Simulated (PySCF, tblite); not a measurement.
# C4H13NO2Si2: geometry, infrared bands and NMR shifts

What infrared bands and NMR shifts should C4H13NO2Si2 (`C=C(OC)[Si@H](O)[SiH2]NC`) show?

The runs use tblite 0.8.0 and PySCF 2.14.0, with density-fitted response routines of our own; the level of theory stands in each step. All values are computed, except where a source is named. Atoms count from 0, in the outputs and in this text.

## (1) Starting geometry

22 atoms, charge 0, multiplicity 1; geometry from: force field or distance geometry start.

Bonds of the start (Å): C0–C1 1.33, C1–O2 1.40, O2–C3 1.43, C1–Si4 1.89, Si4–O5 1.67, Si4–Si6 2.36, Si6–N7 1.72, N7–C8 1.46, C0–H9 1.08, C0–H10 1.09, C3–H11 1.11, C3–H12 1.10, C3–H13 1.09, Si4–H14 1.50, O5–H15 0.98, Si6–H16 1.49, Si6–H17 1.48, N7–H18 1.02, C8–H19 1.10, C8–H20 1.08, C8–H21 1.09.

## (2) Relaxing the molecule with GFN2-xTB

The job: settings as JSON, then the geometry in Å.

```
{"job": {"kind": "relax", "xc": "GFN2-xTB", "basis": "xTB"}, "charge": 0, "multiplicity": 1}
C     -2.455200    -0.556000    -1.575900
C     -1.415200    -0.901200    -0.824400
O     -1.419800    -1.826700     0.223800
C     -2.665200    -2.456900     0.513400
Si     0.305600    -0.167800    -1.120000
O      1.462200    -1.338300    -0.856900
Si     0.581700     1.656600     0.343400
N      2.113300     2.430200     0.273400
C      3.387900     1.747400     0.461700
H     -2.373900     0.163900    -2.382200
H     -3.460200    -0.965000    -1.435700
H     -2.495300    -3.153400     1.358200
H     -3.422600    -1.733000     0.845900
H     -3.013800    -3.053800    -0.333400
H      0.402000     0.292700    -2.539700
H      1.175700    -2.040000    -0.237100
H      0.435100     1.216000     1.759800
H     -0.428700     2.703700     0.083600
H      2.076000     3.242300     0.885700
H      3.473400     1.331600     1.474600
H      3.528300     0.956600    -0.267500
H      4.198300     2.470500     0.327700
```

The run is started by

```bash
$ OMP_NUM_THREADS=1 python probes_run.py task.json out
```

The driver reads the jobs from task.json and runs them one after another.

**Question.** This job is followed by: GFN2-xTB harmonic vibrations, gas phase; GIAO PBE0/pcSseg-1 NMR shielding, non-relativistic, gas phase. What will the session give for the following? strongest single infrared mode (GFN2-xTB); zero-point energy (GFN2-xTB); ¹³C shifts against TMS (PBE0/pcSseg-1); ¹H shifts against TMS (PBE0/pcSseg-1, means over atoms taken as alike); ¹⁷O shifts against H2O (PBE0/pcSseg-1); ²⁹Si shifts against TMS (PBE0/pcSseg-1); ¹⁵N shifts against NH3 (PBE0/pcSseg-1); surface potential, 1st and 99th percentile.

As calculated:

```
                                                              quantity                                                      value
                             strongest single infrared mode (GFN2-xTB)                                       649 cm⁻¹, 501 km/mol
                                          zero-point energy (GFN2-xTB)                                             103.4 kcal/mol
                                ¹³C shifts against TMS (PBE0/pcSseg-1)                                173.0, 96.5, 55.8, 35.4 ppm
¹H shifts against TMS (PBE0/pcSseg-1, means over atoms taken as alike)  5.84, 5.12, 4.76, 4.69, 4.40, 3.73, 2.95, 1.61, -0.45 ppm
                                ¹⁷O shifts against H2O (PBE0/pcSseg-1)                                             120.6, 4.9 ppm
                               ²⁹Si shifts against TMS (PBE0/pcSseg-1)                                           -18.2, -48.5 ppm
                                ¹⁵N shifts against NH3 (PBE0/pcSseg-1)                                                    5.5 ppm
                                 surface potential, 1st and 99th percentile                                         -1.39 V and 1.46 V
```

The optimisation took 206 steps and gained 0.345 eV; among the close pairs (by a distance rule), Si4–Si6 changed most, from 2.355 to 2.300 Å. No mode is imaginary among the 60: a minimum at this level. The strongest single mode, at 649 cm⁻¹, moves mainly H14. Unscaled tight-binding wavenumbers are off by several per cent, some by more. Its intensities can rank the bands wrongly. C1 (alkene carbon bearing oxygen) lies farthest downfield among carbon, at 173.0 ppm; an sp2 carbon further deshielded by the attached heteroatom. At PBE0/pcSseg-1: Shielding is most anisotropic at O2 (span 231 ppm, paramagnetic term -187 ppm).
